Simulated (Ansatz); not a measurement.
# BH₈NO₂ (built from SMILES BO.N.O): a barrier at many levels of theory

Aim: the barrier and energy of one elementary step (O2–H7 formed, H5–O8 formed, B1–O2 loosened, H5–N6 broken, H7–O8 broken) from LDA up to coupled cluster, on fixed structures, to see where each rung fails.

The runs use Ansatz 0.2.0, Gaussian basis; single points in def2-TZVPP on PBE0-D4/def2-TZVP structures.

Levels: SPW92, PBE-D4, BLYP-D4, r2SCAN-D4, B97M-V, PBE0-D4, B3LYP-D4, r2SCAN0-D4, BHLYP-D4, CAM-B3LYP-D4, wB97X-V, wB97M-V, B2PLYP, PBE-QIDH, RPA on PBE, Hartree-Fock, MP2, CCSD, CCSD(T). The reference is CCSD(T) at the basis limit, from triple and quadruple zeta. Zero-point energies come from PBE0-D4 vibrations.

Correlated methods freeze the cores. B3LYP uses VWN-RPA correlation. B2PLYP carries no dispersion term here.

33 further runs of the same task are left out: 33 set aside as unsound or not needed.

## Step 1: The three structures

Charge 0, multiplicity 1. The folders r, ts and p hold the start, the saddle and the end; their coordinates stand in the first inputs.

| pair | r (Å) | ts (Å) | p (Å) |
| --- | --- | --- | --- |
| O2–H7 | 1.741 | 1.112 | 1.016 |
| H5–O8 | 1.903 | 1.142 | 1.017 |
| B1–O2 | 1.460 | 1.584 | 1.661 |
| H5–N6 | 1.030 | 1.378 | 1.682 |
| H7–O8 | 0.985 | 1.317 | 1.554 |

## Step 2: wB97M-V/def2-TZVPP

r/in.yaml

```yaml
crystal:
  periodic: [false, false, false]
  atoms:
    - {symbol: B, position_ang: [-1.003836, -0.529490, 0.257525]}
    - {symbol: O, position_ang: [0.030302, -1.357320, -0.355589]}
    - {symbol: H, position_ang: [-1.761921, -0.061756, -0.569133]}
    - {symbol: H, position_ang: [-1.563632, -1.045597, 1.206059]}
    - {symbol: H, position_ang: [0.427687, 1.127312, 0.130063]}
    - {symbol: N, position_ang: [-0.225059, 0.799389, 0.856478]}
    - {symbol: H, position_ang: [1.190980, -0.287032, -1.088881]}
    - {symbol: O, position_ang: [1.643229, 0.576689, -1.226799]}
    - {symbol: H, position_ang: [0.254099, -2.114025, 0.183936]}
    - {symbol: H, position_ang: [-0.885970, 1.534607, 1.082008]}
    - {symbol: H, position_ang: [0.317320, 0.590423, 1.688566]}
    - {symbol: H, position_ang: [1.576702, 0.766800, -2.164233]}
basis:
  gaussian: {orbitals: def2-TZVPP}
hamiltonian: {xc: {name: wB97M-V}}
```

ts/in.yaml

```yaml
crystal:
  periodic: [false, false, false]
  atoms:
    - {symbol: B, position_ang: [-0.996024, -0.447947, 0.339988]}
    - {symbol: O, position_ang: [-0.011984, -1.275091, -0.586191]}
    - {symbol: H, position_ang: [-1.937941, -0.145690, -0.353325]}
    - {symbol: H, position_ang: [-1.264227, -1.172105, 1.273233]}
    - {symbol: H, position_ang: [0.823926, 0.877671, -0.150395]}
    - {symbol: N, position_ang: [-0.212416, 0.835705, 0.757546]}
    - {symbol: H, position_ang: [0.799154, -0.584179, -0.902825]}
    - {symbol: O, position_ang: [1.566359, 0.485456, -0.924791]}
    - {symbol: H, position_ang: [0.354717, -2.025791, -0.114705]}
    - {symbol: H, position_ang: [-0.796982, 1.658860, 0.699485]}
    - {symbol: H, position_ang: [0.157551, 0.798913, 1.699344]}
    - {symbol: H, position_ang: [1.517769, 0.994198, -1.737364]}
basis:
  gaussian: {orbitals: def2-TZVPP}
hamiltonian: {xc: {name: wB97M-V}}
```

p/in.yaml

```yaml
crystal:
  periodic: [false, false, false]
  atoms:
    - {symbol: B, position_ang: [-1.040671, -0.428124, 0.406889]}
    - {symbol: O, position_ang: [-0.049892, -1.297097, -0.603813]}
    - {symbol: H, position_ang: [-2.000557, -0.191532, -0.283608]}
    - {symbol: H, position_ang: [-1.227547, -1.218092, 1.306798]}
    - {symbol: H, position_ang: [1.018772, 0.893611, -0.273779]}
    - {symbol: N, position_ang: [-0.279867, 0.828124, 0.793736]}
    - {symbol: H, position_ang: [0.698986, -0.694042, -0.931135]}
    - {symbol: O, position_ang: [1.660056, 0.525858, -0.972856]}
    - {symbol: H, position_ang: [0.343478, -2.029359, -0.122109]}
    - {symbol: H, position_ang: [-0.830856, 1.665703, 0.669581]}
    - {symbol: H, position_ang: [0.070340, 0.832021, 1.742059]}
    - {symbol: H, position_ang: [1.637660, 1.112928, -1.731764]}
basis:
  gaussian: {orbitals: def2-TZVPP}
hamiltonian: {xc: {name: wB97M-V}}
```

No record of the launch command was kept for these runs.

Further steps of the session: CCSD(T)/def2-TZVPP; MP2/def2-QZVPP; Vibrations of the start structure; Vibrations of the end structure.

**Question.** What will these runs give? Wanted: barrier, CCSD(T)/CBS; reverse barrier, CCSD(T)/CBS; step energy, CCSD(T)/CBS; barrier with zero-point energy; step energy with zero-point energy; imaginary mode at the saddle; largest T1 diagnostic.

The runs gave:

```
                          quantity      value
              barrier, CCSD(T)/CBS   0.898 eV
      reverse barrier, CCSD(T)/CBS   0.163 eV
          step energy, CCSD(T)/CBS  +0.734 eV
    barrier with zero-point energy   0.752 eV
step energy with zero-point energy  +0.693 eV
      imaginary mode at the saddle  859i cm⁻¹
             largest T1 diagnostic      0.010
```

What this shows: The functionals run from B97M-V, off by +0.026 eV, to SPW92, off by -0.563 eV, against CCSD(T)/CBS. By rung, the mean size of the error is: LDA 0.563, GGA 0.224, meta-GGA 0.115, hybrid 0.110, range-separated hybrid 0.067, double hybrid 0.067 eV. PBE-D4 gives a barrier 0.282 eV too low, outside chemical accuracy (1 kcal/mol, 0.043 eV). The barrier rises with the share of exact exchange, from BLYP-D4 through B3LYP-D4 to BHLYP-D4 (-0.166, -0.086, +0.069 eV). Hartree-Fock, with no correlation, is off by +0.445 eV. Zero-point motion lowers the barrier by 0.146 eV.
